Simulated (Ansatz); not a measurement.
Born–Oppenheimer molecular dynamics of a periodic cell of 15 atoms, Cs4Te2O2F7 (host Cs2TeOF4, host structure Cmcm, one F atom removed). It goes on from the last frame of an earlier run, with new velocities.

Method: Ansatz, DFT PBEsol, scalar-relativistic, plane waves, PAW. Settings: accuracy low, cutoff 420 eV, k mesh 2x2x1, fermi-dirac smearing 0.05 eV, no spin polarisation.

```yaml
ensemble: NVE (velocity Verlet)
time_step: 1 fs
steps_asked: 70
starting_velocities_drawn_for: 1950 K
seed: 638889
```

First frame:

```xyz
15
Lattice="3.3475 -7.3202 0.0000 3.3475 7.3202 0.0000 0.0000 0.0000 7.1709" Properties=species:S:1:pos:R:3
Cs 3.376 0.769 1.730
Cs 3.337 -0.881 5.298
Cs 3.614 -3.552 1.949
Cs 3.162 3.943 5.469
Te 3.278 5.674 1.783
Te 3.393 -5.829 5.368
O 3.389 3.898 1.944
O 2.862 -4.087 5.069
F 1.605 -1.788 0.261
F 4.974 0.843 4.454
F 1.476 1.831 6.717
F 5.697 -1.248 3.601
F 5.521 1.447 6.946
F 1.777 -1.531 3.495
F 1.617 1.545 3.961
```

(1) What does the run give?

(2) What happens to the structure?

(3) How do temperature and energy run in time?

## Answers

(1) The run went to its last step.

```yaml
steps_done: 70
time_covered: 70 fs
mean_temperature_over_the_second_half: 1575 K
spread_of_the_potential_energy_over_the_second_half: 13.3 meV per atom
mean_potential_energy_of_the_second_half_above_the_start: 45.3 meV per atom
```

The conserved energy stayed within 0.071 meV per atom of its start (net change 0.053 meV per atom), so the integration is sound. A run of 0.07 ps of so small a system gives no equilibrium averages. Limits of this set-up: coarse k mesh, odd electron count without spin, low accuracy level.

(2) Mean squared displacements from the first frame to the last, about the centre of mass: Cs 0.14 Å², Te 0.09 Å², O 0.50 Å², F 0.68 Å². The details hang on the random start.

(3) 
```tsv
time (fs)	T (K)	potential energy less start (eV)	conserved less start (meV/atom)
0.0	1950	0.000	0.00
3.0	2080	-0.235	-0.02
6.0	2136	-0.337	-0.02
9.0	2118	-0.304	0.00
12.0	2054	-0.188	0.03
15.0	1981	-0.055	0.05
18.0	1915	0.065	0.05
21.0	1853	0.177	0.04
24.0	1789	0.292	0.04
27.0	1725	0.408	0.05
30.0	1670	0.508	0.06
33.0	1633	0.574	0.07
36.0	1623	0.593	0.07
39.0	1636	0.568	0.06
42.0	1663	0.520	0.04
45.0	1684	0.482	0.03
48.0	1682	0.486	0.03
51.0	1654	0.536	0.04
54.0	1615	0.608	0.06
57.0	1578	0.674	0.05
60.0	1540	0.742	0.04
63.0	1488	0.837	0.03
66.0	1413	0.972	0.03
69.0	1324	1.134	0.05
```

Run time: 14 min on 1 thread of Arm Neoverse N1 (shared host), peak memory 0.72 GiB.
